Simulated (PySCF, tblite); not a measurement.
**C5H5NO2Si: geometry, infrared bands and NMR shifts**

Aim: predict the infrared bands and NMR shifts of C5H5NO2Si (`N#C[C@H]1CC(=O)[SiH2]C1=O`).

The runs use tblite 0.8.0 and PySCF 2.14.0, with density-fitted response routines of our own; the level of theory stands in each step. All values are computed, except where a source is named. Atoms are numbered from 0 throughout.

## Step 1: The molecule as given

14 atoms, charge 0, multiplicity 1; geometry from: force field or distance geometry start.

Bonds of the start (Å): N0–C1 1.16, C1–C2 1.46, C2–C3 1.51, C3–C4 1.51, C4–O5 1.19, C4–Si6 1.88, Si6–C7 1.86, C7–O8 1.21, C7–C2 1.50, C2–H9 1.10, C3–H10 1.10, C3–H11 1.14, Si6–H12 1.43, Si6–H13 1.46.

## Step 2: Geometry optimisation with GFN2-xTB

The job: settings as JSON, then the geometry in Å.

```
{"job": {"kind": "relax", "xc": "GFN2-xTB", "basis": "xTB"}, "charge": 0, "multiplicity": 1}
N      2.557900     1.367500     0.208300
C      1.798400     0.571700    -0.163800
C      0.853800    -0.438100    -0.624500
C      0.246900    -1.090000     0.590900
C     -0.524100    -0.021400     1.334900
O     -0.573900     0.196800     2.508700
Si    -1.382500     0.891900    -0.061500
C     -0.256600     0.217200    -1.383600
O     -0.443800     0.306900    -2.576200
H      1.370300    -1.199800    -1.229200
H      0.978700    -1.603600     1.225000
H     -0.574300    -1.785600     0.229400
H     -1.354900     2.317100     0.076800
H     -2.696600     0.268900    -0.157200
```

Launch:

```
> OMP_NUM_THREADS=1 python probes_run.py task.json out
```

One launch serves the whole session: the jobs run in the order shown.

**Question.** This job is followed by: GFN2-xTB harmonic vibrations, gas phase; GIAO PBE0/pcSseg-1 NMR shielding, non-relativistic, gas phase. Predict these results of the whole session: strongest single infrared mode (GFN2-xTB); zero-point energy (GFN2-xTB); ¹³C shifts against TMS (PBE0/pcSseg-1); ¹H shifts against TMS (PBE0/pcSseg-1); ¹⁵N shifts against NH3 (PBE0/pcSseg-1); ¹⁷O shifts against H2O (PBE0/pcSseg-1); ²⁹Si shifts against TMS (PBE0/pcSseg-1).

The runs gave:

```
                                 quantity                                value
strongest single infrared mode (GFN2-xTB)                1755 cm⁻¹, 401 km/mol
             zero-point energy (GFN2-xTB)                        54.3 kcal/mol
   ¹³C shifts against TMS (PBE0/pcSseg-1)  244.1, 237.2, 120.5, 56.0, 47.4 ppm
    ¹H shifts against TMS (PBE0/pcSseg-1)     4.38, 3.80, 3.64, 3.25, 2.80 ppm
   ¹⁵N shifts against NH3 (PBE0/pcSseg-1)                            316.4 ppm
   ¹⁷O shifts against H2O (PBE0/pcSseg-1)                     897.5, 872.4 ppm
  ²⁹Si shifts against TMS (PBE0/pcSseg-1)                           -110.5 ppm
```

Over 92 steps the energy fell by 0.419 eV; of the close pairs, Si6–C7 changed most, 1.863 to 1.928 Å. All 36 modes are real, so the xTB geometry is a minimum. The strongest single mode, at 1755 cm⁻¹, moves mainly C4 and O5. Unscaled tight-binding wavenumbers are off by several per cent, some by more. Its intensities can rank the bands wrongly. At PBE0/pcSseg-1: The widest tensor belongs to O5: span 1872 ppm, with a paramagnetic part of -958 ppm.
